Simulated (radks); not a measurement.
# Ionisation of Zr⁺: one atom, several choices of functional

An exercise on one series of results from a longer session: the logs are not shown, and one member is left open.

Program: radks (a radial shooting solver on a logarithmic mesh, Libxc functionals) version 1. Level of theory: scalar-relativistic Kohn-Sham, spin-polarised, spherical densities, point nucleus; open shells are filled with parallel spins first. These are calculated values, not measurements, unless marked.

4 further runs of the same task are left out: 4 set aside as unsound or not needed.

## The atom as given

| Quantity | Value |
| --- | --- |
| element | zirconium (Z = 40) |
| charge | +1 |
| electrons | 39 |
| configuration | [Kr] 4d2 5s1 |
| ion | Zr²⁺, [Kr] 4d2 |
| choices | exchange-only PBE; AM05; exchange-only B88; RPBE; LDA (Slater exchange, Perdew-Wang correlation); exchange-only LDA; PBEsol |

Outer shells as boxes (Hund's rule):

Zr⁺
```
[Kr] core
4d [↑ ][↑ ][  ][  ][  ]
5s [↑ ]
```

Zr²⁺
```
[Kr] core
4d [↑ ][↑ ][  ][  ][  ]
```

The first run:

Settings of this run:

```text
Z 40
configuration [Kr] 4d2 5s1
relativity scalar-relativistic
functional pbe,
spin polarised
nucleus point
c 137.035999084
```

Steps of the session up to this table: exchange-only PBE: Zr⁺; exchange-only PBE: Zr²⁺; AM05: Zr⁺; AM05: Zr²⁺; exchange-only B88: Zr⁺; exchange-only B88: Zr²⁺; RPBE: Zr⁺; RPBE: Zr²⁺; LDA (Slater exchange, Perdew-Wang correlation): Zr⁺; LDA (Slater exchange, Perdew-Wang correlation): Zr²⁺; exchange-only LDA: Zr⁺; exchange-only LDA: Zr²⁺; PBEsol: Zr⁺; PBEsol: Zr²⁺.

One table of the session follows, with a row left open; its other results are not shown here.

```
                                    functional  Δ-SCF (eV)  −ε(HOMO) (eV)  <r> HOMO (bohr)
                             exchange-only PBE      13.173          9.927            2.183
                                          AM05      13.467         10.582            3.345
                             exchange-only B88           ?              ?                ?
                                          RPBE      13.346         10.467            3.372
LDA (Slater exchange, Perdew-Wang correlation)      13.709         10.737            3.343
                             exchange-only LDA      13.138          9.842            2.191
                                        PBEsol      13.483         10.595            3.344
```

Estimate the missing values for exchange-only B88.

**Answer.** Δ-SCF (eV): 13.178; −ε(HOMO) (eV): 9.947; <r> HOMO (bohr): 2.184. In the column «Δ-SCF (eV)» it lies between exchange-only PBE (13.173) and RPBE (13.346).

Open shells are spherical and high-spin; term and fine-structure splittings are not resolved. The highest level changes shell from one choice to another, so −ε(HOMO) and Δ-SCF need not concern the same electron.
